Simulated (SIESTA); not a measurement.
MgTiNbO4:

```
Nb Ti Mg O
1.0
     4.71026   -2.10295    0.00000
     4.71026    2.10295    0.00000
    -1.86680    0.00000    3.76678
Nb Ti Mg O
1 1 1 4
Cartesian
  0.0627 0.0000 0.0350
  6.6661 0.0000 0.9684
  3.8397 0.0000 1.9189
  2.0140 0.0000 1.0003
  4.7693 0.0000 0.0325
  5.6712 0.0000 2.8240
  -0.8670 0.0000 1.9204
```

The cell comes from a database or a generator and needn't be the stable form of this composition.

- Program: SIESTA 5.4.2
- Task: single point
- Functional: PBE
- Potentials or basis: PseudoDojo 0.4 standard (PBE files)
- Basis: DZP (energy shift 0.003 Ry; two zetas on semicore shells)
- Grid cutoff: 800 Ry
- Energy shift: 0.003 Ry
- k mesh: 7 × 7 × 7
- Occupations: fermi-dirac, width 0.05 eV
- Spin: no spin polarisation

On this cell: pressure 2.2 GPa; largest force 0.130 eV/Å; band gap on the k mesh none (metal or under the smearing width).

The same run follows on a disturbed copy (atoms moved at random, drawn with an rms of 0.05 Å):

```
Nb Ti Mg O
1.0
     4.71026   -2.10295    0.00000
     4.71026    2.10295    0.00000
    -1.86680    0.00000    3.76678
Nb Ti Mg O
1 1 1 4
Direct
  0.01594 0.00414 0.00678
  0.75724 0.76142 0.25782
  0.50810 0.50695 0.50162
  0.26622 0.27631 0.27663
  0.51000 0.51204 0.00666
  0.75435 0.74934 0.75391
  0.00253 0.00925 0.51549
```

Task: What changes?

Result: The energy (extrapolated to zero smearing) moves by +9.7 meV/atom; pressure 3.1 GPa; largest force 1.112 eV/Å; band gap on the k mesh none (metal or under the smearing width).

Forces on the atoms (eV/Å):
```
Nb  -0.303  0.769  0.744
Ti  -0.055 -0.007  0.045
Mg   0.231  0.013  0.297
O   -0.602 -0.162 -0.444
O   -0.174 -0.426 -0.010
O    0.067  0.074 -0.037
O    0.825 -0.264 -0.605
```

Stress tensor (GPa, compression positive):
```
 3.16  0.08 -0.37
 0.08  3.02 -0.04
-0.37 -0.04  3.18
```

Caveats: the basis of atomic orbitals isn't converged, which shifts pressures, moduli and gaps; an odd number of electrons without spin polarisation forces a metal; a magnetic or distorted state may lie lower; semilocal functionals often make such compounds metallic where correlation or magnetic order opens a gap, which also shifts bond lengths.
